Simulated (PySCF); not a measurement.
# La(OH)3: how settings move a single point

Which settings matter for La(OH)3? Each run alters one on purpose. The structure is generated, not taken from experiment.

Method: PBE0, La lcecp-1-SVP with ECP46, O def2-SVP, H def2-SVP; scalar-relativistic core potentials, no spin–orbit coupling; program: PySCF 2.14.0.

2 further runs of the same task are left out: 1 for a known fault of the program, 1 that didn't finish.

### Step 1. Where the work starts

7 atoms, charge 0, spin multiplicity 1.

Bond lengths: La1–O2 2.165 Å, La1–O4 2.165 Å, La1–O6 2.165 Å, O2–H3 0.958 Å, O4–H5 0.958 Å, O6–H7 0.958 Å. Angles: O2–La1–O4 115.9°, O2–La1–O6 115.9°, O4–La1–O6 115.9°, La1–O2–H3 171.8°, La1–O4–H5 171.8°, La1–O6–H7 171.8°.

Geometry (Å):

```mol
H3LaO3
  3D, bonds by distance, orders not assigned

  7  6  0  0  0  0  0  0  0  0999 V2000
    0.0000   -0.0000   -0.3761 La  0  0
    2.1190   -0.0000    0.0672 O   0  0
    3.0188   -0.0000    0.3951 H   0  0
   -1.0595    1.8351    0.0672 O   0  0
   -1.5094    2.6144    0.3951 H   0  0
   -1.0595   -1.8351    0.0672 O   0  0
   -1.5094   -2.6144    0.3951 H   0  0
  1  2  8  0
  1  4  8  0
  1  6  8  0
  2  3  8  0
  4  5  8  0
  6  7  8  0
M  END
```

Formal oxidation states: La +3. The 4f shell is empty and lies in the core potential. An earlier session relaxed this geometry at PBE0, La lcecp-1-SVP with ECP46, O def2-SVP, H def2-SVP (singlet, point group C3v).

The sound run used a (50, 194) grid (finer on f atoms), a threshold of 1e-8 and at most 55 cycles, and ended at -258.814403 Eh.

### Step 2. Try 1

run.py (the lines that set the calculation)

```python
mol = gto.M(atom='''
La     0.00000     0.00000    -0.37611
O      2.11902    -0.00001     0.06723
H      3.01882    -0.00001     0.39514
O     -1.05950     1.83513     0.06723
H     -1.50940     2.61438     0.39514
O     -1.05952    -1.83512     0.06723
H     -1.50942    -2.61437     0.39514''',
    basis={'La': 'lcecp-1-SVP', 'O': 'def2-SVP', 'H': 'def2-SVP'},
    ecp={'La': 'lcecp-1-SVP'},
    charge=0, spin=0)
mf = dft.RKS(mol, xc='PBE0')
mf.grids.atom_grid = (50, 194)  # f atoms: unpruned, at least (60, 302)
mf = mf.density_fit()  # fitting sets: La AutoAux, O def2-universal-JKFIT, H def2-universal-JKFIT
mf.conv_tol = 1e-06; mf.max_cycle = 55
mf.kernel(dm0)  # dm0: free metal ions and neutral atoms
```

The run is started by

```
$ OMP_NUM_THREADS=2 python run.py
```

The log of the run:

```text
init E= -263.160484054333
  HOMO = -0.31001464995389  LUMO = -0.0845034157837112  gap/eV = 6.13647
cycle= 1 E= -258.785465900312  delta_E= 4.38  |g|= 0.366  |ddm|= 2.64
  HOMO = -0.230236413733571  LUMO = -0.0353500502278159  gap/eV = 5.30313
cycle= 2 E= -258.787416910433  delta_E= -0.00195  |g|= 0.379  |ddm|= 0.612
  HOMO = -0.281166108418052  LUMO = -0.0421696746988793  gap/eV = 6.50342
cycle= 3 E= -258.811182795221  delta_E= -0.0238  |g|= 0.126  |ddm|= 0.319
  HOMO = -0.271062129774843  LUMO = -0.0462593757848389  gap/eV = 6.11719
cycle= 4 E= -258.8142511269  delta_E= -0.00307  |g|= 0.0251  |ddm|= 0.102
  HOMO = -0.272327128679445  LUMO = -0.0445981178558164  gap/eV = 6.19682
cycle= 5 E= -258.814402197828  delta_E= -0.000151  |g|= 0.00179  |ddm|= 0.0281
  HOMO = -0.272645620548354  LUMO = -0.0448651787273775  gap/eV = 6.19822
cycle= 6 E= -258.814403116079  delta_E= -9.18e-07  |g|= 0.000274  |ddm|= 0.00318
  HOMO = -0.272705475399806  LUMO = -0.0448755566092345  gap/eV = 6.19957
Extra cycle  E= -258.814403106072  delta_E= 1e-08  |g|= 0.000373  |ddm|= 0.000489
converged SCF energy = -258.814403106072
```

Run time: 2.9 s. Hardware: 2 threads of Arm Neoverse V2, shared host.

Changed: the SCF threshold (1e-06). It converges in 6 cycles, at the sound run's energy within 0.001 eV, with a largest force component of 0.01 eV/Å. The result survives the change.

### Step 3. Try 2

Changes to run.py (the lines that set the calculation) since step 2:

```diff
@@ -12,5 +12,5 @@
 mf = dft.RKS(mol, xc='PBE0')
-mf.grids.atom_grid = (50, 194)  # f atoms: unpruned, at least (60, 302)
+mf.grids.atom_grid = (99, 590)  # f atoms: unpruned, at least (60, 302)
 mf = mf.density_fit()  # fitting sets: La AutoAux, O def2-universal-JKFIT, H def2-universal-JKFIT
-mf.conv_tol = 1e-06; mf.max_cycle = 55
+mf.conv_tol = 1e-08; mf.max_cycle = 55
 mf.kernel(dm0)  # dm0: free metal ions and neutral atoms
```

The run is started by

```
$ OMP_NUM_THREADS=2 python run.py
```

The log of the run:

```text
init E= -263.160517441727
  HOMO = -0.310019054923812  LUMO = -0.0845042850471529  gap/eV = 6.13657
cycle= 1 E= -258.785515847235  delta_E= 4.38  |g|= 0.366  |ddm|= 2.64
  HOMO = -0.230240207429695  LUMO = -0.0353496490204463  gap/eV = 5.30324
cycle= 2 E= -258.787466003217  delta_E= -0.00195  |g|= 0.379  |ddm|= 0.612
  HOMO = -0.281169255867852  LUMO = -0.0421684101086939  gap/eV = 6.50354
cycle= 3 E= -258.811232071582  delta_E= -0.0238  |g|= 0.126  |ddm|= 0.319
  HOMO = -0.271066087867618  LUMO = -0.0462578768403752  gap/eV = 6.11734
cycle= 4 E= -258.814300084755  delta_E= -0.00307  |g|= 0.0251  |ddm|= 0.102
  HOMO = -0.272330872612874  LUMO = -0.0445966701666869  gap/eV = 6.19696
cycle= 5 E= -258.814451122226  delta_E= -0.000151  |g|= 0.00179  |ddm|= 0.0281
  HOMO = -0.272649284455633  LUMO = -0.0448636904324822  gap/eV = 6.19836
cycle= 6 E= -258.814452040316  delta_E= -9.18e-07  |g|= 0.000274  |ddm|= 0.00318
  HOMO = -0.272675615984632  LUMO = -0.0448798730052005  gap/eV = 6.19864
cycle= 7 E= -258.814452056805  delta_E= -1.65e-08  |g|= 8.25e-05  |ddm|= 0.000316
  HOMO = -0.272681914014551  LUMO = -0.0448735348986951  gap/eV = 6.19898
cycle= 8 E= -258.814452058861  delta_E= -2.06e-09  |g|= 4.73e-06  |ddm|= 0.000115
  HOMO = -0.272681842409167  LUMO = -0.0448742574123031  gap/eV = 6.19896
Extra cycle  E= -258.814452058871  delta_E= -1.03e-11  |g|= 3.8e-06  |ddm|= 1.2e-05
converged SCF energy = -258.814452058871
```

Wall time 6.7 s (2 threads of Arm Neoverse V2, shared host).

Changed: the integration grid, to (99, 590). It converges in 8 cycles, -0.001 eV from the sound run, with a largest force component of 0.01 eV/Å. The result survives the change.

### Step 4. Try 3

Changes to run.py (the lines that set the calculation) since step 3:

```diff
@@ -10,7 +10,7 @@
     ecp={'La': 'lcecp-1-SVP'},
-    charge=0, spin=0)
-mf = dft.RKS(mol, xc='PBE0')
-mf.grids.atom_grid = (99, 590)  # f atoms: unpruned, at least (60, 302)
+    charge=0, spin=12)
+mf = dft.UKS(mol, xc='PBE0')
+mf.grids.atom_grid = (50, 194)  # f atoms: unpruned, at least (60, 302)
 mf = mf.density_fit()  # fitting sets: La AutoAux, O def2-universal-JKFIT, H def2-universal-JKFIT
-mf.conv_tol = 1e-08; mf.max_cycle = 55
+mf.conv_tol = 1e-08; mf.max_cycle = 98
 mf.kernel(dm0)  # dm0: free metal ions and neutral atoms
```

The run is started by

```
$ OMP_NUM_THREADS=2 python run.py
```

The log of the run:

```text
init E= -265.000823623415
cycle= 1 E= -256.250063262645  delta_E= 8.75  |g|= 1.22  |ddm|= 3.86
cycle= 2 E= -252.528635320267  delta_E= 3.72  |g|= 2.34  |ddm|= 5.33
cycle= 3 E= -256.548078856874  delta_E= -4.02  |g|= 0.79  |ddm|= 4.74
cycle= 4 E= -257.045801989113  delta_E= -0.498  |g|= 0.234  |ddm|= 2.69
cycle= 5 E= -257.086742617818  delta_E= -0.0409  |g|= 0.113  |ddm|= 1.04
cycle= 6 E= -257.096331544914  delta_E= -0.00959  |g|= 0.0325  |ddm|=  0.4
cycle= 7 E= -257.097755258825  delta_E= -0.00142  |g|= 0.0114  |ddm|= 0.181
cycle= 8 E= -257.098126761698  delta_E= -0.000372  |g|= 0.00425  |ddm|= 0.105
cycle= 9 E= -257.098244032555  delta_E= -0.000117  |g|= 0.00232  |ddm|= 0.0578
cycle= 10 E= -257.098307676809  delta_E= -6.36e-05  |g|= 0.00131  |ddm|= 0.0483
cycle= 11 E= -257.098330938398  delta_E= -2.33e-05  |g|= 0.000952  |ddm|= 0.028
cycle= 12 E= -257.098339410502  delta_E= -8.47e-06  |g|= 0.000418  |ddm|= 0.0163
cycle= 13 E= -257.098343155872  delta_E= -3.75e-06  |g|= 0.000164  |ddm|= 0.0165
cycle= 14 E= -257.098343440313  delta_E= -2.84e-07  |g|= 7.21e-05  |ddm|= 0.00372
cycle= 15 E= -257.098343513175  delta_E= -7.29e-08  |g|= 4.23e-05  |ddm|= 0.00183
cycle= 16 E= -257.098343544535  delta_E= -3.14e-08  |g|= 2.27e-05  |ddm|= 0.00133
cycle= 17 E= -257.098343554025  delta_E= -9.49e-09  |g|= 8.31e-06  |ddm|= 0.000933
Extra cycle  E= -257.098343554718  delta_E= -6.93e-10  |g|= 6.32e-06  |ddm|= 0.000119
converged SCF energy = -257.098343554718  <S^2> = 42.010559  2S+1 = 13.001624
```

It took 5.7 s on 2 threads of Arm Neoverse V2, shared host.

Changed: the spin (12 unpaired electrons); the cycle limit is 98. It converges in 17 cycles, +46.696 eV from the sound run, with a largest force component of 10.12 eV/Å. The setting is unsound, so these numbers aren't the compound's.

### Step 5. Try 4

Changes to run.py (the lines that set the calculation) since step 4:

```diff
@@ -10,7 +10,7 @@
     ecp={'La': 'lcecp-1-SVP'},
-    charge=0, spin=12)
-mf = dft.UKS(mol, xc='PBE0')
+    charge=0, spin=0)
+mf = dft.RKS(mol, xc='PBE0')
 mf.grids.atom_grid = (50, 194)  # f atoms: unpruned, at least (60, 302)
 mf = mf.density_fit()  # fitting sets: La AutoAux, O def2-universal-JKFIT, H def2-universal-JKFIT
-mf.conv_tol = 1e-08; mf.max_cycle = 98
-mf.kernel(dm0)  # dm0: free metal ions and neutral atoms
+mf.conv_tol = 1e-08; mf.max_cycle = 55
+mf.kernel(dm0)  # dm0: smeared density
```

The run is started by

```
$ OMP_NUM_THREADS=2 python run.py
```

The log of the run:

```text
init E= -258.786547208771
  HOMO = -0.278539044348113  LUMO = -0.0488130111592469  gap/eV = 6.25116
cycle= 1 E= -258.814010851793  delta_E= -0.0275  |g|= 0.0405  |ddm|= 0.0952
  HOMO = -0.265493356625982  LUMO = -0.0459553238552139  gap/eV = 5.97393
cycle= 2 E= -258.813222706766  delta_E= 0.000788  |g|= 0.0765  |ddm|= 0.0845
  HOMO = -0.272288112563226  LUMO = -0.0451014011513031  gap/eV = 6.18207
cycle= 3 E= -258.814400687162  delta_E= -0.00118  |g|= 0.00298  |ddm|= 0.0491
  HOMO = -0.272563283532577  LUMO = -0.0448464310190957  gap/eV = 6.19649
cycle= 4 E= -258.814402999066  delta_E= -2.31e-06  |g|= 0.000795  |ddm|= 0.00368
  HOMO = -0.272664362251686  LUMO = -0.0448727402847346  gap/eV = 6.19853
cycle= 5 E= -258.814403133319  delta_E= -1.34e-07  |g|= 7.65e-05  |ddm|= 0.000686
  HOMO = -0.272678464183605  LUMO = -0.0448768757889617  gap/eV = 6.19880
cycle= 6 E= -258.81440313461  delta_E= -1.29e-09  |g|= 1.16e-05  |ddm|= 6.91e-05
  HOMO = -0.272678737177218  LUMO = -0.0448745996328448  gap/eV = 6.19887
Extra cycle  E= -258.814403134619  delta_E= -8.98e-12  |g|= 1.19e-05  |ddm|= 2.99e-05
converged SCF energy = -258.814403134619
```

Run time: 2.9 s. Hardware: 2 threads of Arm Neoverse V2, shared host.

Changed: the starting guess (smeared density). It converges in 6 cycles, at the sound run's energy within 0.001 eV, with a largest force component of 0.01 eV/Å. The result survives the change.

### Step 6. Try 5

run.py (the lines that set the calculation)

```python
mol = gto.M(atom='''
La     0.00000     0.00000    -0.42124
O      2.37330    -0.00001     0.07529
H      3.38108    -0.00001     0.44256
O     -1.18664     2.05535     0.07529
H     -1.69053     2.92811     0.44256
O     -1.18666    -2.05534     0.07529
H     -1.69055    -2.92809     0.44256''',
    basis={'La': 'lcecp-1-SVP', 'O': 'def2-SVP', 'H': 'def2-SVP'},
    ecp={'La': 'lcecp-1-SVP'},
    charge=0, spin=0)
mf = dft.RKS(mol, xc='PBE0')
mf.grids.atom_grid = (50, 194)  # f atoms: unpruned, at least (60, 302)
mf = mf.density_fit()  # fitting sets: La AutoAux, O def2-universal-JKFIT, H def2-universal-JKFIT
mf.conv_tol = 1e-08; mf.max_cycle = 55
mf.kernel(dm0)  # dm0: free metal ions and neutral atoms
```

The run is started by

```
$ OMP_NUM_THREADS=2 python run.py
```

The log of the run:

```text
init E= -262.672521523383
  HOMO = -0.273258687914171  LUMO = -0.0942594609555769  gap/eV = 4.87082
cycle= 1 E= -258.689883248452  delta_E= 3.98  |g|= 0.367  |ddm|= 2.39
  HOMO = -0.207675610332807  LUMO = -0.0747559957015227  gap/eV = 3.61693
cycle= 2 E= -258.681052962251  delta_E= 0.00883  |g|= 0.462  |ddm|= 0.734
  HOMO = -0.261634952266435  LUMO = -0.0709852357140122  gap/eV = 5.18784
cycle= 3 E= -258.719214832028  delta_E= -0.0382  |g|= 0.169  |ddm|= 0.417
  HOMO = -0.249732193931688  LUMO = -0.0758257564021534  gap/eV = 4.73224
cycle= 4 E= -258.725088414413  delta_E= -0.00587  |g|= 0.0275  |ddm|= 0.136
  HOMO = -0.251112711548964  LUMO = -0.0734225084073472  gap/eV = 4.83520
cycle= 5 E= -258.725281304433  delta_E= -0.000193  |g|= 0.00262  |ddm|= 0.031
  HOMO = -0.251517720530448  LUMO = -0.073960581829926  gap/eV = 4.83158
cycle= 6 E= -258.725283634318  delta_E= -2.33e-06  |g|= 0.000432  |ddm|= 0.00473
  HOMO = -0.251562449318705  LUMO = -0.0739257148100698  gap/eV = 4.83374
cycle= 7 E= -258.725283686261  delta_E= -5.19e-08  |g|= 2.9e-05  |ddm|= 0.000478
  HOMO = -0.251564282315659  LUMO = -0.0739306874767287  gap/eV = 4.83366
cycle= 8 E= -258.725283686687  delta_E= -4.27e-10  |g|= 1.68e-05  |ddm|= 6.7e-05
  HOMO = -0.251565243499713  LUMO = -0.0739287334928989  gap/eV = 4.83374
Extra cycle  E= -258.725283686571  delta_E= 1.16e-10  |g|= 3.03e-05  |ddm|= 3.83e-05
converged SCF energy = -258.725283686571
```

Wall time 2.8 s (2 threads of Arm Neoverse V2, shared host).

Changed: the scale of all coordinates (1.12). It converges in 8 cycles, +2.425 eV from the sound run, with a largest force component of 4.18 eV/Å. The setting is unsound, so these numbers aren't the compound's.

### Step 7. Side by side

| run | changed | ending | energy change (eV) | cycles | time | usable |
| --- | --- | --- | --- | --- | --- | --- |
| 1 | the SCF threshold | converged | 0.000 | 6 | 2.9 s | yes |
| 2 | the integration grid | converged | -0.001 | 8 | 6.7 s | yes |
| 3 | the spin | converged | +46.696 | 17 | 5.7 s | no |
| 4 | the starting guess | converged | 0.000 | 6 | 2.9 s | yes |
| 5 | the scale of all coordinates | converged | +2.425 | 8 | 2.8 s | no |

3 of 5 altered runs give a usable result. 2 ended normally with numbers unfit to quote.
